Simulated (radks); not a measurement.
# The Coulomb parameter U of the 5d shell of Re²⁺

An exercise on one series of results from a longer session: the logs are not shown, and one member is left open.

The numbers are computed with radks (a radial shooting solver on a logarithmic mesh, Libxc functionals) version 1 (scalar-relativistic Kohn-Sham, PBE, spin-unpolarised, spherical densities, point nucleus), except any that are marked as measured or tabulated.

## The system

| Quantity | Value |
| --- | --- |
| element | rhenium (Z = 75) |
| charge | +2 |
| electrons | 73 |
| configuration | [Xe] 4f14 5d3.5 6p1.5 |

The first run:

The run's settings:

```text
Z 75
configuration [Xe] 4f14 5d3.5 6p1.5
relativity scalar-relativistic
functional pbe,pbe
spin unpolarised
nucleus point
c 137.035999084
```

Steps of the session up to this table: Start: [Xe] 4f14 5d3.5 6p1.5.

One table of the session follows, with a row left open; its other results are not shown here.

It belongs to the step «Start: [Xe] 4f14 5d3.5 6p1.5». From the orbitals of this run (lengths in bohr):

| level | <r> | outermost maximum (interpolated) | 90 % within | nodes |
| --- | --- | --- | --- | --- |
| 4s | 0.4405 | 0.413 | 0.632 | 3 |
| 4p | 0.4686 | 0.433 | 0.681 | 2 |
| 4d | ? | ? | ? | ? |
| 5s | 1.031 | 0.937 | 1.48 | 4 |
| 5p | 1.193 | 1.06 | 1.73 | 3 |
| 4f | 0.5793 | 0.417 | 0.952 | 0 |
| 5d | 1.684 | 1.37 | 2.57 | 2 |
| 6p | 3.206 | 2.87 | 4.61 | 4 |

Q: Estimate the row for 4d from the others.

The run gave: <r>: 0.5000; outermost maximum (interpolated): 0.443; 90 % within: 0.749; nodes: 1. In the column «<r>» it lies between 4p (0.4686) and 4f (0.5793).
